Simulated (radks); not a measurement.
**The series with 20 electrons, Mn⁵⁺ to Cs³⁵⁺**

One table from this session's results is given with a row withheld; the runs are named, their logs left out.

The numbers are computed with radks (a radial shooting solver on a logarithmic mesh, Libxc functionals) version 1 (scalar-relativistic Kohn-Sham, PBE, spin-polarised, spherical densities, point nucleus; open shells are filled with parallel spins first), except any that are marked as measured or tabulated.

**The system**

- electrons: 20
- ions: Mn⁵⁺, Co⁷⁺, Cu⁹⁺, Ga¹¹⁺, As¹³⁺, Br¹⁵⁺, Rb¹⁷⁺, Nb²¹⁺, Tc²³⁺, Rh²⁵⁺, Ag²⁷⁺, In²⁹⁺, Sb³¹⁺, I³³⁺, Cs³⁵⁺
- configuration: [Ar] 3d2

The outer shells:

[Ar] 3d2
```
[Ar] core
3d [↑ ][↑ ][  ][  ][  ]
```

The first run:

Settings of this run:

```text
Z 25
configuration [Ar] 3d2 4s0 4p0 4d0
relativity scalar-relativistic
functional pbe,pbe
spin polarised
nucleus point
c 137.035999084
```

Among the steps run: Mn⁵⁺; Co⁷⁺; Cu⁹⁺; Ga¹¹⁺; As¹³⁺; Br¹⁵⁺; Rb¹⁷⁺; Nb²¹⁺; Tc²³⁺; Rh²⁵⁺; Ag²⁷⁺; In²⁹⁺; Sb³¹⁺; I³³⁺; Cs³⁵⁺.

One of the session's tables, all rows but one given; the rest of the session is left out.

```
  ion  E (hartree)  ε(3d up) (eV)  ε(3d down, empty) (eV)  ε(4s up, empty) (eV)  ε(4s down, empty) (eV)
 Mn⁵⁺  -1151.77847        -83.748                 -80.960               -56.044                 -54.784
 Co⁷⁺  -1377.64193        -142.99                 -139.58               -91.454                 -90.149
 Cu⁹⁺  -1624.85693        -215.03                 -211.02               -134.18                 -132.80
Ga¹¹⁺  -1893.54807        -299.61                 -295.00               -184.14                 -182.66
As¹³⁺  -2183.86149        -396.61                 -391.41               -241.29                 -239.71
Br¹⁵⁺  -2495.96157        -505.94                 -500.16               -305.63                 -303.94
Rb¹⁷⁺  -2830.02966        -627.57                 -621.21               -377.19                 -375.37
Nb²¹⁺            ?              ?                       ?                     ?                       ?
Tc²³⁺  -3966.10537        -1066.0                 -1057.9               -635.48                 -633.28
Rh²⁵⁺  -4390.19405        -1236.6                 -1228.0               -736.30                 -733.96
Ag²⁷⁺  -4837.41215        -1419.5                 -1410.3               -844.58                 -842.11
In²⁹⁺  -5308.04666        -1614.7                 -1604.9               -960.41                 -957.81
Sb³¹⁺  -5802.40486        -1822.1                 -1811.8               -1083.9                 -1081.1
 I³³⁺  -6320.81544        -2041.8                 -2030.9               -1215.0                 -1212.2
Cs³⁵⁺   -6863.6299        -2273.9                 -2262.4               -1354.0                 -1351.0
```

Q: Estimate the row for Nb²¹⁺ from the others.

The run gave: E (hartree): -3564.87838; ε(3d up) (eV): -907.60; ε(3d down, empty) (eV): -900.09; ε(4s up, empty) (eV): -542.06; ε(4s down, empty) (eV): -539.99. In the column «E (hartree)» it lies between Tc²³⁺ (-3966.10537) and Rb¹⁷⁺ (-2830.02966).

The configuration is held, so it need not be the ground state of every ion.
